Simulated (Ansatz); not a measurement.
**Cu: random displacements**

Aim: for Cu, see what random moves of the atoms cost.

Program: Ansatz 0.2.0. Level of theory: DFT PBEsol, scalar-relativistic, plane waves, PAW. These are calculated values, not measurements.

### 1 The structure to begin with

Symmetry: I4/mmm, No. 139, tetragonal system. Conventional cell: a = 2.886 Å, b = 2.886 Å, c = 2.752 Å, α = 90.00°, β = 90.00°, γ = 90.00°. Cu (site symmetry 4/mmm) has 10 Cu at 2.46 to 2.75 Å in its first shell of neighbours.

Coordinates:

```cif
data_structure
_symmetry_space_group_name_H-M 'I4/mmm'
_symmetry_Int_Tables_number 139
_cell_length_a 2.8856
_cell_length_b 2.8856
_cell_length_c 2.7522
_cell_angle_alpha 90.000
_cell_angle_beta 90.000
_cell_angle_gamma 90.000
_cell_volume 22.92
loop_
_atom_site_label
_atom_site_type_symbol
_atom_site_symmetry_multiplicity
_atom_site_Wyckoff_symbol
_atom_site_fract_x
_atom_site_fract_y
_atom_site_fract_z
_atom_site_occupancy
Cu1 Cu 2 a 0.00000 0.00000 0.00000 1
```

It goes back to an entry of the Materials Project, which need not be the stable form.

The cell is taken as given, not relaxed at this level.

### 2 Zero of energy

The cell is repeated 8 times, 8 atoms in all. The reference gives a free energy of -52709.8809 eV, pressure -1.43 GPa, largest force 0.000 eV/Å and gap on the mesh none (metal). It was computed beforehand with the settings of the runs below.

### 3 Next: random displacements

All atoms are moved at random with no net shift, in some cells together with a random strain.

### 4 At rms move = 0.086 Å

input.yaml

```yaml
crystal:
  lattice:
    - [-2.6722048879, -2.8465893533, 3.0980257522]
    - [2.7307292803, 2.4577101558, 2.7516554803]
    - [-2.8548770055, 2.9707370785, -3.1593873834]
  atoms:
    - { symbol: Cu, position: [0.5104253821, 0.0115918163, 0.5076675399] }
    - { symbol: Cu, position: [-0.0200068411, 0.0034100817, 0.494378676] }
    - { symbol: Cu, position: [0.4936805014, -0.0146457134, -0.0168392927] }
    - { symbol: Cu, position: [-0.0019923948, -0.0102066153, 0.0166534876] }
    - { symbol: Cu, position: [0.4980435537, 0.4956178257, 0.4843627803] }
    - { symbol: Cu, position: [0.0023828111, 0.5049442666, 0.518075863] }
    - { symbol: Cu, position: [0.5134048666, 0.510401415, -0.0142084518] }
    - { symbol: Cu, position: [0.004062121, 0.4988869233, 0.0099093978] }
basis:
  ecutwfc: 420
kpoints:
  mp_grid: { grid: [12, 12, 12] }
hamiltonian:
  xc: pbesol
scf:
  occupations: { method: gaussian, width: 0.15 }
output:
  forces: true
  stress: true
  eigenvalues: true
```

Started as:

```console
ansatz run input.yaml --threads 2 --pin off --max-ram 5120MiB --backend cpu --events-out ev --progress --plain --runs-dir out
```

### 5 rms move = 0.104 Å

input.yaml

```yaml
crystal:
  lattice:
    - [-2.8318951997, -2.8677299389, 2.7345856898]
    - [2.8463768068, 2.9360171717, 2.8213671295]
    - [-2.8884901347, 2.9098432667, -2.7497693594]
  atoms:
    - { symbol: Cu, position: [0.5001098329, -0.0174812329, 0.4891020297] }
    - { symbol: Cu, position: [-0.0121178259, -0.0134341093, 0.5101936622] }
    - { symbol: Cu, position: [0.4998450972, 0.0055305527, -0.0114671158] }
    - { symbol: Cu, position: [-0.0081279686, -0.0214017909, 8.69683e-05] }
    - { symbol: Cu, position: [0.5069058962, 0.5347589132, 0.5243658324] }
    - { symbol: Cu, position: [-0.0093983672, 0.4997678138, 0.4990767049] }
    - { symbol: Cu, position: [0.4892310312, 0.492584791, -0.0136867387] }
    - { symbol: Cu, position: [0.0335523041, 0.5196750623, 0.0023286571] }
basis:
  ecutwfc: 420
kpoints:
  mp_grid: { grid: [12, 12, 12] }
hamiltonian:
  xc: pbesol
scf:
  occupations: { method: gaussian, width: 0.15 }
output:
  forces: true
  stress: true
  eigenvalues: true
```

### 6 Point rms move = 0.227 Å

input.yaml

```yaml
crystal:
  lattice:
    - [-2.6116037795, -3.1475694397, 2.7620772283]
    - [2.7634408349, 3.0062746284, 2.7731305562]
    - [-2.780600536, 3.1647291408, -2.9212752825]
  atoms:
    - { symbol: Cu, position: [0.5389661308, 0.0357106431, 0.5721288727] }
    - { symbol: Cu, position: [-0.0346049602, -0.0561106612, 0.5065024633] }
    - { symbol: Cu, position: [0.4558846877, 0.0215014465, -0.0152404103] }
    - { symbol: Cu, position: [0.0239931456, 0.023155544, -0.0036783573] }
    - { symbol: Cu, position: [0.5276703211, 0.4813569261, 0.5066770403] }
    - { symbol: Cu, position: [0.0064688736, 0.5414446029, 0.5103906226] }
    - { symbol: Cu, position: [0.4696136352, 0.4566169031, -0.0626872819] }
    - { symbol: Cu, position: [0.0120081662, 0.4963245955, -0.0140929493] }
basis:
  ecutwfc: 420
kpoints:
  mp_grid: { grid: [12, 12, 12] }
hamiltonian:
  xc: pbesol
scf:
  occupations: { method: gaussian, width: 0.15 }
output:
  forces: true
  stress: true
  eigenvalues: true
```

### 7 Point rms move = 0.382 Å

input.yaml

```yaml
crystal:
  lattice:
    - [-2.7366064175, -3.0659246265, 2.8711097486]
    - [2.7666479979, 2.9030733001, 2.7318614402]
    - [-2.5915193342, 2.8907959627, -2.9026077327]
  atoms:
    - { symbol: Cu, position: [0.5157712551, -0.0513641045, 0.4564413106] }
    - { symbol: Cu, position: [-0.0292637116, -0.0111918491, 0.4442081387] }
    - { symbol: Cu, position: [0.4405572202, 0.0517399783, 0.0064812835] }
    - { symbol: Cu, position: [0.0095220452, -0.0570861474, 0.0408587879] }
    - { symbol: Cu, position: [0.6003967535, 0.608347297, 0.6001547734] }
    - { symbol: Cu, position: [0.0504455317, 0.5293425523, 0.4860509195] }
    - { symbol: Cu, position: [0.3980452668, 0.3899290941, -0.0846443029] }
    - { symbol: Cu, position: [0.0145256391, 0.5402831793, 0.0504490894] }
basis:
  ecutwfc: 420
kpoints:
  mp_grid: { grid: [12, 12, 12] }
hamiltonian:
  xc: pbesol
scf:
  occupations: { method: gaussian, width: 0.15 }
output:
  forces: true
  stress: true
  eigenvalues: true
```

### 8 Point rms move = 0.333 Å

input.yaml

```yaml
crystal:
  lattice:
    - [-2.8727493063, -2.8675325509, 2.7501048927]
    - [2.9080466684, 2.888172908, 2.8087544497]
    - [-2.8667158041, 2.8262016867, -2.7871134565]
  atoms:
    - { symbol: Cu, position: [0.4612132596, 0.0162842694, 0.4342461133] }
    - { symbol: Cu, position: [0.0084662137, 0.0422668391, 0.5841972465] }
    - { symbol: Cu, position: [0.4876369306, -0.0080811766, -0.0006655533] }
    - { symbol: Cu, position: [-0.0632994356, -0.0628793911, -0.0963073758] }
    - { symbol: Cu, position: [0.5665574835, 0.4608829355, 0.5748447041] }
    - { symbol: Cu, position: [-0.0372893385, 0.5086296675, 0.461355655] }
    - { symbol: Cu, position: [0.5267076907, 0.5341250618, 0.0397327015] }
    - { symbol: Cu, position: [0.050007196, 0.5087717945, 0.0025965089] }
basis:
  ecutwfc: 420
kpoints:
  mp_grid: { grid: [12, 12, 12] }
hamiltonian:
  xc: pbesol
scf:
  occupations: { method: gaussian, width: 0.15 }
output:
  forces: true
  stress: true
  eigenvalues: true
```

(Steps that only read results are left out.)

**Question.** What will these runs give?

**Answer**, as computed:

| quantity | value |
| --- | --- |
| costliest cell | 1032.7 meV/atom at an rms move of 0.382 Å |

What this shows: The cost runs from 56.5 to 1032.7 meV/atom. Energy over the square of the rms move lies between 5.2 and 18.0 eV/Å² per atom; a harmonic solid under isotropic random moves would keep it roughly constant, while strain and close contacts change it.
